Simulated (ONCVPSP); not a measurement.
# Pseudopotential generation for Mn: ONCV, PBE

Task: generate the file, and judge it by its errors in other configurations, its logarithmic derivatives, its ghosts and its cutoff.

The numbers are computed with ONCVPSP 4.0.1.1 (patched build) (PBE, scalar-relativistic, spin-unpolarised reference atom).

**1. The design**

Typed settings, in words:

```json
{"element": "manganese (Mn, Z = 25)", "type": "optimised norm-conserving Vanderbilt (ONCV)", "frozen core": "[Ar]", "valence charge": "7", "reference configuration": "3d5 4s2", "partial waves": "4s: rc 2.75 bohr, ncon 4, nbas 7, qcut 3 1/bohr, 2 projectors, debl 1 Ha; p scattering state at 0.22 Ha: rc 2.60 bohr, ncon 5, nbas 9, qcut 3.8 1/bohr, 2 projectors, debl 3.1 Ha; 3d: rc 1.50 bohr, ncon 5, nbas 10, qcut 10 1/bohr, 2 projectors, debl 1.1 Ha", "local potential": "polynomial inside 1.20 bohr (lpopt 5, dvloc0 1 Ha)", "core correction": "not asked for"}
```

The outer shells as boxes (Hund's rule for the drawing; the calculation is spin-unpolarised):

```
[Ar] core
3d [↑ ][↑ ][↑ ][↑ ][↑ ]
4s [↑↓]
```

An earlier all-electron run gives the scale for the radii.

All-electron outer shells of the reference configuration (PBE, scalar-relativistic, ld1.x):

```tsv
shell	level (eV)	outermost node (bohr)	outermost maximum (bohr)
3p	-54.59	0.31	0.75
3d	-6.77	–	0.76
4s	-5.11	1.05	2.51
4p	-1.37	1.16	3.43
```

**2. The generation run**

Contents of Mn.dat:

```
# ATOM AND REFERENCE CONFIGURATION
# atsym  z   nc   nv     iexc    psfile
  Mn 25.00    5    2        4      upf
#
#   n    l    f
    1    0    2.00
    2    0    2.00
    2    1    6.00
    3    0    2.00
    3    1    6.00
    3    2    5.00
    4    0    2.00
#
# PSEUDOPOTENTIAL AND OPTIMIZATION
# lmax
    2
#
#   l,   rc,      ep,       ncon, nbas, qcut
    0    2.75    0.00    4    7    3.00
    1    2.60    0.22    5    9    3.80
    2    1.50    0.00    5   10   10.00
#
# LOCAL POTENTIAL
# lloc, lpopt,  rc(5),   dvloc0
    4    5    1.20    1.00
#
# VANDERBILT-KLEINMAN-BYLANDER PROJECTORs
# l, nproj, debl
    0    2    1.00
    1    2    3.10
    2    2    1.10
#
# MODEL CORE CHARGE
# icmod, fcfact, rcfact
    0    0.00    0.00
#
# LOG DERIVATIVE ANALYSIS
# epsh1, epsh2, depsh
   -2.00    5.00    0.02
#
# OUTPUT GRID
# rlmax, drl
    6.00    0.01
#
# TEST CONFIGURATIONS
# ncnf
    4
# nvcnf
#   n    l    f
    2
    3    2    5.00
    4    0    1.00
#
    2
    3    2    5.00
    4    0    0.00
#
    2
    3    2    4.00
    4    0    0.00
#
    2
    3    2    3.00
    4    0    0.00
#
```

On the command line:

```sh
$ oncvpsp.x < Mn.dat > Mn.out
```

What does the calculation give? Wanted: cutoffs for 1 and 0.1 mHa per electron, occupied waves; bound ghosts; GHOST(+) flags; largest test error; largest phase difference near zero energy, channels read; projector energies reset by the program.

As calculated:

| quantity | value |
| --- | --- |
| cutoffs for 1 and 0.1 mHa per electron, occupied waves | 43 Ha and 48 Ha |
| bound ghosts | s at -19.19 eV |
| GHOST(+) flags | p at 106 eV |
| largest test error (AE − PS) | +215 meV, for 3d4 4s0 |
| largest phase difference near zero energy, channels read | 0.006 rad |
| projector energies reset by the program | p: 0.050, 3.150 Ha |

**Reading.** A bound ghost (s) makes it unfit for use: electrons can fall into a state that the atom doesn't have. By total energies transferability is poor: the largest error is 215 meV on 56.5 eV, for 3d4 4s0. That test lies far up in energy; among those under 40 eV, nearer to bonding, the largest error is 97 meV. It counts as hard, with 43 Ha needed at the looser tolerance. At the looser tolerance the 3d wave is the slowest; 4s needs 3 Ha. Near zero energy the phases of the channels with partial waves agree within 0.006 rad. The pseudo curves have a pole with no partner nearby in the atom's: s at -0.70 Ha. The program also flags highly localised states, GHOST(+) (p).
